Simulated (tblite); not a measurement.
# C6H9F2Si2: the cost of one run

Computed with tblite 0.8.0 and PySCF 2.14.0, with density-fitted response routines of our own, on a single molecule in the gas phase. Atoms are numbered from 0 throughout.

## (1) Starting geometry

19 atoms, charge 1, multiplicity 1; geometry from: force field or distance geometry start.

Bonds of the start (Å): F0–C1 1.37, C1–F2 1.35, C1–Si3 1.85, Si3–C4 1.86, C4–C5 1.35, C5–C6 1.46, C6–C7 1.35, C7–C8 1.50, C8–Si9 1.90, Si9–C4 1.86, C1–H10 1.10, Si3–H11 1.48, Si3–H12 1.49, C5–H13 1.09, C6–H14 1.08, C7–H15 1.08, C8–H16 1.10, C8–H17 1.09, Si9–H18 1.48.

## (2) Geometry optimisation with GFN2-xTB

The job: settings as JSON, then the geometry in Å.

```
{"job": {"kind": "relax", "xc": "GFN2-xTB", "basis": "xTB"}, "charge": 1, "multiplicity": 1}
F     -2.700400     0.244400     2.196500
C     -3.016300    -0.180700     0.932300
F     -4.329100     0.065400     0.773000
Si    -2.021000     0.741300    -0.320400
C     -0.225100     0.275500    -0.381700
C      0.421900    -0.142800    -1.492600
C      1.836400    -0.486900    -1.554200
C      2.725500    -0.396100    -0.536800
C      2.450100     0.062400     0.869400
Si     0.640900     0.476700     1.254400
H     -2.869400    -1.269800     0.904400
H     -2.572800     0.487800    -1.675000
H     -2.103500     2.209900    -0.100500
H     -0.097200    -0.243700    -2.441900
H      2.181000    -0.838000    -2.516900
H      3.746400    -0.692100    -0.728300
H      3.057800     0.956700     1.067600
H      2.775000    -0.719500     1.563500
H      0.090100    -0.541200     2.179700
```

Command:

```
$ OMP_NUM_THREADS=1 python probes_run.py task.json out
```

This one command runs all jobs of the session in turn.

Q: Estimate the wall time and peak memory of this first job on 1 thread of Arm Neoverse V1, shared host.

About 1.8 s, with a peak of 0.18 GiB.
